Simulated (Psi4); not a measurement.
# C2H6Ga (SMILES C[Ga]C) at UPBE0/6-31G(d) (spherical functions)

Aim: the vertical ionisation energy of C2H6Ga at UPBE0/6-31G* (spherical functions), from 2 runs. 

Program for the calculation: Psi4 1.11.

### 1 The molecule

C2H6Ga: 9 atoms, total charge 0, spin state doublet. As SMILES, `C[Ga]C`. Geometry: relaxed at PBE0-D4/def2-TZVP.

Bond lengths: C1–Ga2 1.998 Å, Ga2–C3 1.998 Å, C1–H4 1.095 Å, C1–H5 1.095 Å, C1–H6 1.089 Å, C3–H7 1.089 Å, C3–H8 1.095 Å, C3–H9 1.095 Å. Some angles: C1–Ga2–C3 118.1°, Ga2–C1–H4 108.6°, Ga2–C1–H5 108.9°, Ga2–C1–H6 113.3°, Ga2–C3–H7 113.3°, Ga2–C3–H8 108.8°, Ga2–C3–H9 108.7°, H4–C1–H5 107.9°, H4–C1–H6 109.0°, H5–C1–H6 109.1°.

### 2 Energy and forces at UPBE0/6-31G(d) (spherical functions)

Input file c2h6ga.xyz:

```xyz
9
C2H6Ga
C     -1.246620     1.163020     0.175280
Ga     0.456630     0.385560     0.873010
C      1.273950    -1.139610    -0.126050
H     -2.014290     0.382510     0.177460
H     -1.092470     1.479700    -0.861100
H     -1.602690     2.011340     0.758180
H      2.201980    -1.496820     0.318200
H      1.469380    -0.822030    -1.155250
H      0.554120    -1.963680    -0.159730
```

Input file run.py:

```python
import psi4

psi4.set_memory(2200000000)
psi4.set_num_threads(1)
psi4.set_output_file('c2h6ga.out', False)

with open('c2h6ga.xyz') as f:
    atoms = ''.join(f.readlines()[2:])
molecule = psi4.geometry('0 2\n' + atoms + 'symmetry c1')

psi4.set_options({
    'basis': '6-31G*',
    'reference': 'uks',
    'puream': True,
    'e_convergence': 1e-09,
    'd_convergence': 1e-08,
    'scf_type': 'pk',
    'dft_radial_points': 99,
    'dft_spherical_points': 590,
    'maxiter': 100,
})

e, wfn = psi4.gradient("pbe0", molecule=molecule, return_wfn=True)
psi4.oeprop(wfn, "MAYER_INDICES", "QUADRUPOLE", "LOWDIN_CHARGES", title="PBE0")
print('gradient / Eh bohr^-1')
print(e.np.round(6))
print(f'energy = {wfn.energy():.10f} Eh')
```

Started as:

```
$ python run.py
```

c2h6ga.out:

```text
[...]
  Running in c1 symmetry.
[...]
  Nuclear repulsion =  167.444230096275078
[...]
  Multiplicity = 2
[...]
  Nalpha       = 25
  Nbeta        = 24
[...]
    Number of basis functions: 72
[...]
   @UKS iter   1: -2002.07334699148555   -2.04459e+00   4.10459e-02 DIIS/ADIIS
[...]
   @UKS iter  14: -2004.00157632417245    9.09495e-13   2.56175e-09 DIIS
[...]
   @S^2 Observed:                7.518380557E-01
[...]
    Orbital Energies [Eh]
    ---------------------
    Alpha Occupied:
       1A   -372.879707     2A    -46.056275     3A    -40.773544
       4A    -40.771335     5A    -40.769689     6A    -10.204536
       7A    -10.204526     8A     -5.559740     9A     -3.830821
      10A     -3.823639    11A     -3.818743    12A     -0.838147
      13A     -0.834765    14A     -0.831844    15A     -0.831221
      16A     -0.827353    17A     -0.700684    18A     -0.687375
      19A     -0.412028    20A     -0.408080    21A     -0.400702
      22A     -0.399212    23A     -0.398926    24A     -0.282025
      25A     -0.177096
    Alpha Virtual:
[...]
  @UKS Final Energy: -2004.00157632417245
   => Energetics <=
    Nuclear Repulsion Energy =            167.4442300962750778
    One-Electron Energy =               -3123.2005124728621013
    Two-Electron Energy =                1018.0435505081604788
    DFT Exchange-Correlation Energy =     -66.2888444557458030
    Empirical Dispersion Energy =           0.0000000000000000
    VV10 Nonlocal Energy =                  0.0000000000000000
    Total Energy =                      -2004.0015763241724471
[...]
  -Total Gradient:
     Atom            X                  Y                   Z
    ------   -----------------  -----------------  -----------------
       1       -0.001142690251     0.000809579316    -0.000198839579
       2       -0.000155282137    -0.000138593138    -0.000261503410
       3        0.000854742286    -0.001039981334    -0.000421019546
       4        0.001297612236     0.001275934390    -0.000084942836
       5       -0.000279998831    -0.000624785030     0.001696282649
       6        0.000359436415    -0.001531279991    -0.001299103315
       7       -0.001678204611     0.000400504859    -0.001087117870
       8       -0.000414464371    -0.000555376551     0.001683552169
       9        0.001161368587     0.001406133326    -0.000022526363
[...]
 Multipole Moments:
 ------------------------------------------------------------------------------------
     Multipole            Electronic (a.u.)      Nuclear  (a.u.)        Total (a.u.)
 ------------------------------------------------------------------------------------
 L = 1.  Multiply by 2.5417464519 to convert [e a0] to [Debye]
 Dipole X            :          3.0170741           -3.1510361           -0.1339620
 Dipole Y            :          2.5477106           -2.6608883           -0.1131778
 Dipole Z            :          5.7660742           -6.0217799           -0.2557057
 Magnitude           :                                                    0.3100652
 L = 2.  Multiply by 1.3450342976 to convert [e a0^2] to [Debye ang]
 Quadrupole XX       :       -154.5235912          131.4522558          -23.0713353
 Quadrupole XY       :         94.9864481          -94.2965676            0.6898805
[...]
```

Standard output:

```text
gradient / Eh bohr^-1
[[-1.143e-03  8.100e-04 -1.990e-04]
 [-1.550e-04 -1.390e-04 -2.620e-04]
 [ 8.550e-04 -1.040e-03 -4.210e-04]
 [ 1.298e-03  1.276e-03 -8.500e-05]
 [-2.800e-04 -6.250e-04  1.696e-03]
 [ 3.590e-04 -1.531e-03 -1.299e-03]
 [-1.678e-03  4.010e-04 -1.087e-03]
 [-4.140e-04 -5.550e-04  1.684e-03]
 [ 1.161e-03  1.406e-03 -2.300e-05]]
energy = -2004.0015763242 Eh
```

Wall time 44 s (1 thread of AMD EPYC 7R43 (Zen 3), shared host); peak memory 1.1 GiB.

### 3 The singlet cation at the same level

Input file c2h6ga.json:

```json
{
 "schema_name": "qcschema_input",
 "schema_version": 1,
 "molecule": {
  "schema_name": "qcschema_molecule",
  "schema_version": 2,
  "symbols": ["C", "Ga", "C", "H", "H", "H", "H", "H", "H"],
  "geometry": [-2.35577038, 2.19778928, 0.3312312, 0.86290564, 0.7286028, 1.6497498, 2.4074166, -2.15355079, -0.23819998, -3.80645644, 0.72283914, 0.3353508, -2.0644691, 2.79622775, -1.62724317, -3.02864516, 3.80088174, 1.43275255, 4.16113913, -2.82857986, 0.60131085, 2.77672577, -1.55341157, -2.18310611, 1.04713504, -3.7108174, -0.30184595],
  "molecular_charge": 1,
  "molecular_multiplicity": 1,
  "fix_symmetry": "c1"
 },
 "driver": "gradient",
 "model": {
  "method": "pbe0",
  "basis": "6-31G*"
 },
 "keywords": {
  "puream": true,
  "e_convergence": 1e-09,
  "d_convergence": 1e-08,
  "scf_type": "pk",
  "dft_radial_points": 99,
  "dft_spherical_points": 590,
  "scf_properties": ["MAYER_INDICES", "LOWDIN_CHARGES", "DIPOLE"]
 }
}
```

Started as:

```
$ psi4 --qcschema c2h6ga.json -n 1 --memory 2200MB
```

stdout, shortened:

```text
[...]
  Running in c1 symmetry.
[...]
  Nuclear repulsion =  167.444230213032398
[...]
  Multiplicity = 1
[...]
  Nalpha       = 24
  Nbeta        = 24
[...]
    Number of basis functions: 72
[...]
   @RKS iter   1: -2002.01343748920340   -1.98468e+00   4.03650e-02 DIIS/ADIIS
[...]
   @RKS iter  12: -2003.74580825243424   -6.59384e-12   4.24307e-09 DIIS
[...]
  @RKS Final Energy: -2003.74580825243424
   => Energetics <=
    Nuclear Repulsion Energy =            167.4442302130323981
    One-Electron Energy =               -3110.7471898375301862
    Two-Electron Energy =                1005.6237084953096428
    DFT Exchange-Correlation Energy =     -66.0665571232458575
    Empirical Dispersion Energy =           0.0000000000000000
    VV10 Nonlocal Energy =                  0.0000000000000000
    Total Energy =                      -2003.7458082524342444
[...]
 Multipole Moments:
 ------------------------------------------------------------------------------------
     Multipole            Electronic (a.u.)      Nuclear  (a.u.)        Total (a.u.)
 ------------------------------------------------------------------------------------
 L = 1.  Multiply by 2.5417464519 to convert [e a0] to [Debye]
 Dipole X            :          3.2307627           -3.1510361            0.0797266
 Dipole Y            :          2.7276444           -2.6608883            0.0667561
 Dipole Z            :          6.1788499           -6.0217799            0.1570699
 Magnitude           :                                                    0.1883711
[...]
  -Total Gradient:
     Atom            X                  Y                   Z
    ------   -----------------  -----------------  -----------------
       1        0.001194762651    -0.015946874998    -0.018213194692
       2        0.023374313926     0.019685866384     0.045100697705
       3       -0.018372659319     0.001569527940    -0.015685633666
       4       -0.004123697770     0.006164227554    -0.005538628215
       5       -0.009956699802     0.000206697567     0.000244499236
       6        0.003212066343    -0.002072074411     0.000701526246
       7       -0.002200017120     0.002918628012     0.001331980662
       8        0.000854590376    -0.009586355399    -0.001154551248
       9        0.006019544241    -0.002937754481    -0.006782478923
[...]
```

It took 26 s on 1 thread of AMD EPYC 7R43 (Zen 3), shared host; peak memory 1.1 GiB.

### 4 What came out

Level: UPBE0/6-31G* (spherical functions).

```
                                          quantity           value
                      doublet C2H6Ga: total energy  -2004.00158 Eh
                     doublet C2H6Ga: dipole moment          0.79 D
doublet C2H6Ga: HOMO energy (highest over α and β)        -4.82 eV
 doublet C2H6Ga: LUMO energy (lowest over α and β)        -1.73 eV
                              doublet C2H6Ga: ⟨S²⟩           0.752
          doublet C2H6Ga: largest force on an atom      0.105 eV/Å
                      singlet cation: total energy  -2003.74581 Eh
                       singlet cation: HOMO energy       -13.61 eV
                       singlet cation: LUMO energy        -8.99 eV
                     singlet cation: HOMO–LUMO gap         4.61 eV
          singlet cation: largest force on an atom      2.801 eV/Å
vertical ionisation energy (to the singlet cation)        6.960 eV
```

What this shows: Removing an electron at fixed nuclei costs 6.96 eV (160 kcal/mol). Only the singlet of the ionised species was computed; a triplet could lie lower.
